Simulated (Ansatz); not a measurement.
# BClF2: how energies converge with the basis set

How large a basis does BClF2 need? Two functionals are run in growing sets.

Computed with Ansatz 0.2.0, Gaussian basis. Level: one geometry, several basis sets.

The runs, in order: PBE0-D4/def2-SVP; ωB97M-V/def2-SVP; PBE0-D4/def2-QZVPP; ωB97M-V/def2-QZVPP; the functionals' def2-TZVPP values are taken from earlier runs.

## 1. The geometry

The geometry comes from an earlier relaxation with PBE0-D4 in a triple-zeta def2 set; it is a stationary point.

SMILES `FB(F)Cl`, 4 atoms, charge 0, spin multiplicity 1.

Atoms are counted from 1 here; the program's logs count them from 0.

Bond lengths: F1–B2 1.310 Å, B2–F3 1.310 Å, B2–Cl4 1.740 Å. Angles: F1–B2–F3 119.0°, F1–B2–Cl4 120.5°, F3–B2–Cl4 120.5°.

## 2. PBE0-D4 in def2-SVP

Contents of in.yaml:

```yaml
crystal:
  periodic: [false, false, false]
  atoms:
    - {symbol: F, position_ang: [-0.173739, -1.254302, -0.546251]}
    - {symbol: B, position_ang: [-0.067061, -0.041341, -0.062036]}
    - {symbol: F, position_ang: [-1.011647, 0.830149, -0.317738]}
    - {symbol: Cl, position_ang: [1.307946, 0.405294, 0.905724]}
basis:
  gaussian: {orbitals: def2-SVP}
hamiltonian: {xc: pbe0, dispersion: d4}
output: {orbitals: {seedname: orbitals}}
```

Further steps of the session: ωB97M-V in def2-SVP; PBE0-D4 in def2-QZVPP; ωB97M-V in def2-QZVPP.

Before running them: what should the planned runs give, taken together? Wanted: PBE0-D4: double and triple zeta above quadruple; ωB97M-V: double and triple zeta above quadruple.

The runs gave:

| quantity | value |
| --- | --- |
| PBE0-D4: double and triple zeta above quadruple | 12.36, 0.69 eV |
| ωB97M-V: double and triple zeta above quadruple | 12.39, 0.65 eV |

PBE0-D4 gains 11.68 eV from double to triple zeta, then 0.69 eV more. Total energies overstate the basis error of differences, where much of it tends to cancel. The LUMO of ωB97M-V is positive and keeps falling with the basis (2.34 to 1.76 eV): an unbound level that the basis holds in place.
